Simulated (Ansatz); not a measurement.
# CH₅B₂N: small, medium and large basis sets

Aim: see how fast density functionals converge with the basis set for CH₅B₂N.

Method: one geometry, several basis sets; program: Ansatz 0.2.0, Gaussian basis.

Plan: PBE0-D4/def2-SVP; ωB97M-V/def2-SVP; PBE0-D4/def2-QZVPP; ωB97M-V/def2-QZVPP; the functionals' def2-TZVPP values are taken from earlier runs.

1 further run of the same task is left out (it didn't finish).

## Step 1: The relaxed structure

All runs share one geometry, relaxed beforehand with PBE0-D4 in a triple-zeta def2 set.

9 atoms, charge 0, spin multiplicity 1.

Atoms are counted from 1 here; the program's logs count them from 0.

Bond lengths: B1–C2 1.561 Å, B1–H5 1.195 Å, B1–H6 1.192 Å, C2–N3 1.258 Å, C2–H7 1.098 Å, N3–B4 1.342 Å, B4–H8 1.197 Å, B4–H9 1.197 Å. Angles: C2–B1–H5 120.2°, C2–B1–H6 118.6°, H5–B1–H6 121.2°, B1–C2–N3 121.4°, B1–C2–H7 121.3°, N3–C2–H7 117.3°, C2–N3–B4 178.6°, N3–B4–H8 118.6°, N3–B4–H9 118.6°, H8–B4–H9 122.8°.

Coordinates:

```tsv
atom	x (Å)	y (Å)	z (Å)
B1	0.7752	1.3258	-0.9050
C2	-0.1833	0.0954	-0.8462
N3	-0.3550	-0.5525	0.2189
B4	-0.5158	-1.2233	1.3701
H5	0.9325	1.9162	-1.9315
H6	1.3413	1.6570	0.0907
H7	-0.7334	-0.2416	-1.7341
H8	0.2140	-2.1433	1.6037
H9	-1.3870	-0.8799	2.1162
```

## Step 2: PBE0-D4 in def2-SVP

Contents of in.yaml:

```yaml
crystal:
  periodic: [false, false, false]
  atoms:
    - {symbol: B, position_ang: [0.775211, 1.325837, -0.905027]}
    - {symbol: C, position_ang: [-0.183316, 0.095422, -0.846153]}
    - {symbol: N, position_ang: [-0.355022, -0.552482, 0.218926]}
    - {symbol: B, position_ang: [-0.515803, -1.223309, 1.370147]}
    - {symbol: H, position_ang: [0.932480, 1.916178, -1.931481]}
    - {symbol: H, position_ang: [1.341331, 1.656991, 0.090719]}
    - {symbol: H, position_ang: [-0.733352, -0.241557, -1.734098]}
    - {symbol: H, position_ang: [0.213972, -2.143313, 1.603737]}
    - {symbol: H, position_ang: [-1.387000, -0.879868, 2.116230]}
basis:
  gaussian: {orbitals: def2-SVP}
hamiltonian: {xc: pbe0, dispersion: d4}
output: {orbitals: {seedname: orbitals}}
```

Run with:

```
> ansatz run in.yaml --threads 2 --pin off --events-out ev --progress --plain --max-ram 4352MiB
```

The runs that follow: ωB97M-V in def2-SVP; PBE0-D4 in def2-QZVPP; ωB97M-V in def2-QZVPP.

Before running them: what should the planned runs give, taken together? Wanted: PBE0-D4: double and triple zeta above quadruple; ωB97M-V: double and triple zeta above quadruple.

As calculated:

| quantity | value |
| --- | --- |
| PBE0-D4: double and triple zeta above quadruple | 4.53, 0.23 eV |
| ωB97M-V: double and triple zeta above quadruple | 4.77, 0.21 eV |

In words: PBE0-D4 gains 4.30 eV from double to triple zeta, then 0.23 eV more. These are total energies; as a rule much of such shifts cancels in differences, which this series doesn't test.
